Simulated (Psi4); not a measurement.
# GeO (SMILES [O]=[Ge]) at CISD/def2-SVPD (sfX2C, calc s squared yes), part 1 of 2

Aim: the energy change on altering one bond length of GeO at CISD/def2-SVPD (sfX2C, calc s squared yes), from 2 runs. 

The calculation is run with Psi4 1.11.

2 further runs of the same task are left out: 2 that didn't finish.

### Step 1. The molecule

GeO: 2 atoms, total charge 0, spin state singlet. As SMILES, `[O]=[Ge]`. The shape comes from GFN2-xTB, which is rough for such elements, and wasn't checked as a minimum.

Bond lengths: O1–Ge2 1.576 Å.

### Step 2. A single-point energy at CISD/def2-SVPD (sfX2C, calc s squared yes)

Input file geo.in:

```
memory 1600 mb

molecule mol {
  0 1
  O      0.000000     0.000000     0.000000
  Ge     0.000000     0.000000     1.576490
  symmetry c1
  no_reorient
  no_com
}

set basis def2-SVPD
set reference rhf
set scf_type pk
set freeze_core true
set num_roots 4
set calc_s_squared true
set relativistic x2c

energy('cisd')
print_variables()
```

Launch:

```sh
$ psi4 -i geo.in -o geo.out -n 1
```

geo.out:

```text
Psi4 1.11 release

Relativistic analytic gradients are not implemented yet, re-routing to finite differences.

   => Loading Basis Set <=

    Name: DEF2-SVPD
    Role: ORBITAL
    Keyword: BASIS

         ---------------------------------------------------------
                                   SCF
                              RHF Reference
                        1 Threads,   1525 MiB Core
         ---------------------------------------------------------

  ==> Geometry <==

    Molecular point group: c1
    Full point group: C_inf_v

    Geometry (in Angstrom), charge = 0, multiplicity = 1:

       Center              X                  Y                   Z               Mass
    ------------   -----------------  -----------------  -----------------  -----------------
         O            0.000000000000     0.000000000000     0.000000000000    15.994914619570
         GE           0.000000000000     0.000000000000     1.576490000000    73.921177761000

  Running in c1 symmetry.

  Rotational constants: A = ************  B =      0.09176  C =      0.09176 [cm^-1]
  Rotational constants: A = ************  B =   2750.84349  C =   2750.84349 [MHz]
  Nuclear repulsion =   85.931002373323025

  Charge       = 0
  Multiplicity = 1
  Electrons    = 40
  Nalpha       = 20
  Nbeta        = 20

  ==> Algorithm <==

  SCF Algorithm Type is PK.
  DIIS enabled.
  MOM disabled.
  Fractional occupation disabled.
  Guess Type is SAD.
  Energy threshold   = 1.00e-08
  Density threshold  = 1.00e-08
  Integral threshold = 1.00e-12

  ==> Primary Basis <==

  Basis Set: DEF2-SVPD
    Blend: DEF2-SVPD
    Number of shells: 23
    Number of basis functions: 61
    Number of Cartesian functions: 67
    Spherical Harmonics?: true
    Max angular momentum: 2

   => Loading Basis Set <=

    Name: (DEF2-SVPD AUX)
    Role: DECON
    Keyword: BASIS_RELATIVISTIC

  ==> Integral Setup <==

  Using in-core PK algorithm.
   Calculation information:
      Number of atoms:                   2
      Number of AO shells:              23
      Number of primitives:             47
      Number of atomic orbitals:        67
      Number of basis functions:        61

      Integral cutoff                 1.00e-12
      Number of threads:                 1

  Performing in-core PK
  Using 3577772 doubles for integral storage.
  We computed 37399 shell quartets total.
  Whereas there are 38226 unique shell quartets.

  ==> DiskJK: Disk-Based J/K Matrices <==

    J tasked:                  Yes
    K tasked:                  Yes
    wK tasked:                  No
    Memory [MiB]:             1144
    Schwarz Cutoff:          1E-12

 OEINTS: Using relativistic (X2C) overlap, kinetic, and potential integrals.
         ------------------------------------------------------------
         Spin-Free X2C Integrals at the One-Electron Level (SFX2C-1e)
         ------------------------------------------------------------

  ==> X2C Options <==

    Computational Basis: DEF2-SVPD
    X2C Basis: (DEF2-SVPD AUX)
    The X2C Hamiltonian will be computed in the X2C Basis

    Comparing only 61 out of 113 elements of H_Dirac

    The 1-norm of |H_X2C - H_Dirac| is: 406.933239187881

    WARNING: The X2C and Dirac Hamiltonians have substatially different eigenvalues!
             This is probably caused by the recontraction of the basis set.

  Minimum eigenvalue in the overlap matrix is 1.2090493429E-03.
  Reciprocal condition number of the overlap matrix is 2.7086997150E-04.
    Using symmetric orthogonalization.

  ==> Pre-Iterations <==

  SCF Guess: Superposition of Atomic Densities via on-the-fly atomic UHF (no occupation information).

   -------------------------
    Irrep   Nso     Nmo
   -------------------------
     A         61      61
   -------------------------
    Total      61      61
   -------------------------

  ==> Iterations <==

                        Total Energy        Delta E     RMS |[F,P]|

   @RHF iter SAD: -2162.45340026676740   -2.16245e+03   0.00000e+00
   @RHF iter   1: -2166.25101813080437   -3.79762e+00   3.28118e-02 ADIIS/DIIS
   @RHF iter   2: -2166.75401779829190   -5.03000e-01   2.37064e-02 ADIIS/DIIS
   @RHF iter   3: -2167.07712439818306   -3.23107e-01   2.37306e-03 ADIIS/DIIS
   @RHF iter   4: -2167.08136906677601   -4.24467e-03   9.32971e-04 ADIIS/DIIS
   @RHF iter   5: -2167.08270822114719   -1.33915e-03   7.16662e-05 DIIS
   @RHF iter   6: -2167.08272363035348   -1.54092e-05   1.28084e-05 DIIS
   @RHF iter   7: -2167.08272431004798   -6.79694e-07   4.11903e-06 DIIS
   @RHF iter   8: -2167.08272440576729   -9.57193e-08   1.00745e-06 DIIS
   @RHF iter   9: -2167.08272441337067   -7.60338e-09   2.20172e-07 DIIS
   @RHF iter  10: -2167.08272441366944   -2.98769e-10   2.71135e-08 DIIS
   @RHF iter  11: -2167.08272441367308   -3.63798e-12   3.23055e-09 DIIS
  Energy and wave function converged.

  ==> Post-Iterations <==

    Orbital Energies [Eh]
    ---------------------

    Doubly Occupied:

       1A   -409.953317     2A    -53.428046     3A    -46.795208
       4A    -46.795208     5A    -46.792122     6A    -20.548782
       7A     -7.400513     8A     -5.267934     9A     -5.267934
      10A     -5.261962    11A     -1.659035    12A     -1.653795
      13A     -1.653795    14A     -1.647159    15A     -1.647159
      16A     -1.226925    17A     -0.620619    18A     -0.462059
      19A     -0.462059    20A     -0.431269

    Virtual:

      21A      0.036890    22A      0.036890    23A      0.080469
      24A      0.120090    25A      0.177680    26A      0.177680
      27A      0.200372    28A      0.220746    29A      0.220746
      30A      0.242158    31A      0.242158    32A      0.326126
      33A      0.393370    34A      0.465072    35A      0.564875
      36A      0.564875    37A      0.610572    38A      0.610572
      39A      0.704885    40A      0.709172    41A      0.709172
      42A      0.723622    43A      0.723622    44A      0.905836
      45A      0.921233    46A      0.921233    47A      1.084020
      48A      1.540044    49A      1.540044    50A      1.580028
      51A      2.014167    52A      2.706367    53A      2.799454
      54A      2.799454    55A      2.804304    56A      2.804304
      57A      3.218030    58A      3.218030    59A      3.287776
      60A      3.287776    61A      3.938250

    Final Occupation by Irrep:
              A
    DOCC [    20 ]
    NA   [    20 ]
    NB   [    20 ]

  @RHF Final Energy: -2167.08272441367308

   => Energetics <=

    Nuclear Repulsion Energy =             85.9310023733230253
    One-Electron Energy =               -3188.0776542728435743
    Two-Electron Energy =                 935.0639274858475574
    Total Energy =                      -2167.0827244136730769

Computation Completed

Properties will be evaluated at   0.000000,   0.000000,   0.000000 [a0]

Properties computed using the SCF density matrix

 Multipole Moments:

 ------------------------------------------------------------------------------------
     Multipole            Electronic (a.u.)      Nuclear  (a.u.)        Total (a.u.)
 ------------------------------------------------------------------------------------

 L = 1.  Multiply by 2.5417464519 to convert [e a0] to [Debye]
 Dipole X            :          0.0000000            0.0000000            0.0000000
 Dipole Y            :         -0.0000000            0.0000000           -0.0000000
 Dipole Z            :        -93.7426884           95.3322989            1.5896105
 Magnitude           :                                                    1.5896105

 ------------------------------------------------------------------------------------

	total time  =          1 seconds =       0.02 minutes
   => Loading Basis Set <=

    Name: (DEF2-SVPD AUX)
    Role: DECON
    Keyword: BASIS_RELATIVISTIC

 MINTS: Wrapper to libmints.

   Calculation information:
      Number of threads:                 1
      Number of atoms:                   2
      Number of AO shells:              23
      Number of SO shells:              23
      Number of primitives:             47
      Number of atomic orbitals:        67
      Number of basis functions:        61

      Number of irreps:                  1
      Integral cutoff                 1.00e-12
      Number of functions per irrep: [  61 ]

 OEINTS: Overlap, kinetic, potential, dipole, and quadrupole integrals
         stored in file 35.

      Computing two-electron integrals...done
      Computed 376818 non-zero two-electron integrals.
        Stored in file 33.

        ==> Transform all two-electron integrals <==

	Presorting SO-basis two-electron integrals.
	Sorting File: SO Ints (nn|nn) nbuckets = 1
	Constructing frozen core operators
	Starting first half-transformation.
	Sorting half-transformed integrals.
	First half integral transformation complete.
	Starting second half-transformation.
	Two-electron integral transformation complete.

	total time  =          1 seconds =       0.02 minutes

        **********************************************************
        *                                                        *
        *                   CCSD Integral Sort                   *
        *                                                        *
        **********************************************************

        CC integral sort will use                     33.93 mb

        Number of (ab|cd) temporary files:                2
        Number of (ab|ci) temporary files:                3
        Starting temporary file number:                 270

        Initial sort........done.

        Sort (IJ|KL)........done.
        Sort (IJ|KA) 1/2....done.
        Sort (IJ|KA) 2/2....done.
        Sort (IA|JB)........done.
        Sort (IJ|AB)........done.
        Sort (IA|BC) 1/3....done.
        Sort (IA|BC) 2/3....done.
        Sort (IA|BC) 3/3....done.
        Sort (AB|CD) 1/2....done.
        Sort (AB|CD) 2/2....done.

	total time  =          0 seconds =       0.00 minutes

        *******************************************************
        *                                                     *
        *                        CISD                         *
        *      Singles Doubles Configuration Interaction      *
        *                                                     *
        *                                                     *
        *******************************************************

  ==> Input parameters <==

        Freeze core orbitals?                 yes
        Use frozen natural orbitals?           no
        r_convergence:                  1.000e-07
        e_convergence:                  1.000e-06
        Number of DIIS vectors:                 8
        Number of frozen core orbitals:        10
        Number of active occupied orbitals:    10
        Number of active virtual orbitals:     41
        Number of frozen virtual orbitals:      0

  ==> Memory <==

        available memory =                           1525.88 mb
        minimum memory requirements for QCISD =         3.89 mb
        (T) algorithm:                                  2.92 mb (low-memory)
        memory requirements for QCISD(T) =              2.92 mb

  ==> Define tiling <==

        v(ab,cd) diagrams will be evaluated in   1 blocks.
        v(ab,ci) diagrams will be evaluated in   1 blocks over ov2.
        v(ab,ci) diagrams will be evaluated in   1 blocks over ov.

  Allocate cpu memory (     9.54 mb).....done.
  Initialize cpu memory..................done.

  Begin CISD iterations

   Iter  DIIS          Energy       d(Energy)          |d(T)|     time
      0   0 1   -0.4229362323   -0.4229362323    0.3159701610        0
      1   1 1   -0.3435187670    0.0794174653    0.1039148472        0
      2   2 1   -0.3682331834   -0.0247144163    0.0442487350        0
      3   3 1   -0.3715463300   -0.0033131466    0.0059768045        0
      4   4 1   -0.3716628080   -0.0001164780    0.0025068113        0
      5   5 1   -0.3716897689   -0.0000269609    0.0006485303        1
      6   6 1   -0.3716912420   -0.0000014731    0.0001590128        0
      7   7 1   -0.3716913339   -0.0000000919    0.0000448762        0
      8   8 1   -0.3716913412   -0.0000000073    0.0000134970        0
      9   8 2   -0.3716913419   -0.0000000006    0.0000043822        0
     10   8 3   -0.3716913419   -0.0000000001    0.0000014342        0
     11   8 4   -0.3716913420   -0.0000000000    0.0000003134        0
     12   8 5   -0.3716913420   -0.0000000000    0.0000000926        0

  CISD iterations converged!

  CISD variational energy:      -0.371691341951
  CISD transition energy:       -0.371691338730

        OS SCS-MP2 correlation energy:          -0.354416344702
        SS SCS-MP2 correlation energy:          -0.042529759456
        SCS-MP2 correlation energy:             -0.396946104158
      * SCS-MP2 total energy:                -2167.479670517831

        OS MP2 correlation energy:              -0.295346953918
        SS MP2 correlation energy:              -0.127589278367
        MP2 correlation energy:                 -0.422936232285
      * MP2 total energy:                    -2167.505660645958

        OS CISD correlation energy:             -0.272853870544
        SS CISD correlation energy:             -0.098837468186
        CISD correlation energy:                -0.371691341951
      * CISD total energy:                   -2167.454415755624

  Total time for CISD iterations:       0.42 s (user)
                                        0.27 s (system)
                                           1 s (total)

  Time per iteration:                   0.03 s (user)
                                        0.02 s (system)
                                        0.08 s (total)

	total time  =          1 seconds =       0.02 minutes

  Variable Map:
  ----------------------------------------------------------------------------
  "CISD CORRELATION ENERGY"               =>      -0.371691341951
  "CISD OPPOSITE-SPIN CORRELATION ENERGY" =>      -0.272853870544
  "CISD SAME-SPIN CORRELATION ENERGY"     =>      -0.098837468186
  "CISD TOTAL ENERGY"                     =>   -2167.454415755624
  "CURRENT CORRELATION ENERGY"            =>      -0.371691341951
  "CURRENT ENERGY"                        =>   -2167.454415755624
  "CURRENT REFERENCE ENERGY"              =>   -2167.082724413673
  "DD SOLVATION ENERGY"                   =>       0.000000000000
  "HF KINETIC ENERGY"                     =>    2096.317035173055
  "HF POTENTIAL ENERGY"                   =>   -4263.399759586728
  "HF TOTAL ENERGY"                       =>   -2167.082724413673
  "HF VIRIAL RATIO"                       =>       2.033757150304
  "MP2 CORRELATION ENERGY"                =>      -0.422936232285
  "MP2 DOUBLES ENERGY"                    =>      -0.422936232285
  "MP2 OPPOSITE-SPIN CORRELATION ENERGY"  =>      -0.295346953918
  "MP2 SAME-SPIN CORRELATION ENERGY"      =>      -0.127589278367
  "MP2 SINGLES ENERGY"                    =>       0.000000000000
  "MP2 TOTAL ENERGY"                      =>   -2167.505660645958
  "NUCLEAR REPULSION ENERGY"              =>      85.931002373323
  "ONE-ELECTRON ENERGY"                   =>   -3188.077654272844
  "PCM POLARIZATION ENERGY"               =>       0.000000000000
  "PE ENERGY"                             =>       0.000000000000
  "SCF ITERATION ENERGY"                  =>   -2167.082724413673
  "SCF ITERATIONS"                        =>      11.000000000000
  "SCF TOTAL ENERGY"                      =>   -2167.082724413673
  "TWO-ELECTRON ENERGY"                   =>     935.063927485848

  Array Variable Map:
  ----------------------------------------------------------------------------
  "CURRENT DIPOLE"                        =>       0.000000000814 ... 1.589610471697 1 by 3
  "SCF DIPOLE"                            =>       0.000000000814 ... 1.589610471697 1 by 3
  "SCF TOTAL ENERGIES"                    =>   -2162.453400266767 ... -2167.082724413673 1 by 12

    Psi4 run time: 0:00:03.59
```

Run time: 5.1 s. Hardware: 1 thread of Intel Xeon Platinum 8259CL at 2.50GHz (Skylake/Cascade Lake), shared host; peak memory 0.28 GiB.

(Continued in part 2 of 2.)
